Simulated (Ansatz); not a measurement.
# CH4AsB: the cost of one run

Program: Ansatz 0.2.0 through its Python package. Level of theory: CAM-B3LYP/def2-SVP. These are calculated values, not measurements.

### Step 1. Starting point

Bond lengths: B1–C2 1.551 Å, B1–As3 2.070 Å, C2–As3 1.859 Å, B1–H4 1.155 Å, C2–H5 1.098 Å, C2–H6 1.128 Å, As3–H7 1.569 Å. Angles: B1–C2–As3 74.2°, B1–C2–H5 112.5°, B1–C2–H6 115.0°, As3–C2–H5 114.5°, As3–C2–H6 114.3°, H5–C2–H6 118.5°, C2–B1–As3 59.7°, C2–B1–H4 149.2°, As3–B1–H4 150.7°, B1–As3–C2 46.1°, B1–As3–H7 91.2°, C2–As3–H7 94.2°.

No structure file is read: the coordinates are typed or built in the script.

### Step 2. Script

ch4asb.py

```python
from dataclasses import dataclass

import ansatz as az
import numpy as np


@dataclass(frozen=True)
class Settings:
    basis: str = 'def2-SVP'
    functional: str = 'cam_b3lyp'


settings = Settings()

geometry = (
    az.Crystal.molecule()
    .atom('B', (-0.833, -0.0501, -0.5772))
    .atom('C', (0.1158, 0.4842, 0.5266))
    .atom('As', (1.2198, -0.1622, -0.8221))
    .atom('H', (-1.9051, -0.1836, -0.985))
    .atom('H', (0.0947, -0.1346, 1.4333))
    .atom('H', (0.1294, 1.6063, 0.6403))
    .atom('H', (1.2396, -1.628, -0.2616))
)

base = (
    geometry.calculation()
    .basis(gaussian=settings.basis)
    .functional(settings.functional)
    .accuracy('medium')
)
symbols = [site.symbol for site in geometry.cartesian_sites]
start = np.array([site.position_ang for site in geometry.cartesian_sites], dtype=float)
def progress(event):
    if event['event'] == 'relax_step':
        row = event['data']
        print(f'step {row["step"]:3d}  E = {row["lagrangian_ev"]:.6f} eV  largest force component {row["allowed_force_max_ev_ang"]:.4f} eV/A')


report = base.relax(force_tolerance=0.02).session().plan().execute(on_event=progress).report
end = np.array(report['positions_ang'])

print('reference energy %16.6f eV' % report['reference_energy_ev'])
print('total energy     %16.6f eV' % report['free_energy_ev'])
print('occupied orbitals outside the frozen core (up, down):', report['n_occupied'], ' frozen:', report['n_frozen'], ' virtual:', report['n_virtual'])

print('final positions (A) and the move of each atom')
for symbol, xyz, old in zip(symbols, end, start):
    print(f'{symbol:2s} {xyz[0]:10.5f} {xyz[1]:10.5f} {xyz[2]:10.5f}   {np.linalg.norm(xyz - old):7.4f}')
```

### Step 3. The calls as engine input

The package turns the script's settings into the engine's input:

```yaml
crystal:
  periodic: [false, false, false]
  atoms:
    - { symbol: B, position_ang: [-0.833, -0.0501, -0.5772] }
    - { symbol: C, position_ang: [0.1158, 0.4842, 0.5266] }
    - { symbol: As, position_ang: [1.2198, -0.1622, -0.8221] }
    - { symbol: H, position_ang: [-1.9051, -0.1836, -0.985] }
    - { symbol: H, position_ang: [0.0947, -0.1346, 1.4333] }
    - { symbol: H, position_ang: [0.1294, 1.6063, 0.6403] }
    - { symbol: H, position_ang: [1.2396, -1.628, -0.2616] }
accuracy: medium
basis:
  gaussian:
    orbitals: def2-SVP
hamiltonian:
  xc: cam_b3lyp
relax:
  f_tol: 0.02
```

### Step 4. The run

The run is started by

```sh
> python ch4asb.py
```

**Question.** How long does this script take on 1 thread of Arm Neoverse V1, shared host, and how much memory does it need?

About 33 s, with a peak of 0.24 GiB.
